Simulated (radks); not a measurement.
**Nuclear size and the levels of Ru**

One table from this session's results is given with a row withheld; the runs are named, their logs left out.

Method: Dirac Kohn-Sham, exchange-only LDA, spin-unpolarised, spherical densities, finite nucleus; open shells fill j = l - 1/2 first. Code: radks (a radial shooting solver on a logarithmic mesh, Libxc functionals) version 1.

## The atom as given

```
element            : ruthenium (Z = 44)
charge             : 0
electrons          : 44
configuration      : [Kr] 4d7 5s1
nuclear rms radius : 4.4809 fm
```

The first run:

Input:

```text
Z 44
configuration [Kr] 4d7 5s1 5p0 6s0
relativity Dirac
functional lda,
spin unpolarised
j_filling energy
nucleus finite rms 4.4809 fm
c 137.035999084
```

Steps of the session up to this table: rms radius 4.4809 fm.

One table of the session follows, with a row left open; its other results are not shown here.

Radial moments (bohr):

| level | <r> | outermost maximum (interpolated) | 90 % within | nodes |
| --- | --- | --- | --- | --- |
| 4s1/2 | 1.018 | 0.913 | 1.48 | 3 |
| 4p1/2 | 1.107 | 0.964 | 1.64 | 2 |
| 4p3/2 | 1.139 | 0.990 | 1.69 | 2 |
| 4d3/2 | 1.711 | 1.21 | 2.83 | 1 |
| 4d5/2 | 1.743 | 1.22 | 2.89 | 1 |
| 5s1/2 | ? | ? | ? | ? |
| 5p1/2 | 5.677 | 3.99 | 9.33 | 3 |
| 5p3/2 | 6.011 | 4.18 | 9.93 | 3 |

**Question.** Estimate the row for 5s1/2.

The run gave: <r>: 3.435; outermost maximum (interpolated): 2.75; 90 % within: 5.25; nodes: 4. In the column «<r>» it lies between 4d5/2 (1.743) and 5p1/2 (5.677).
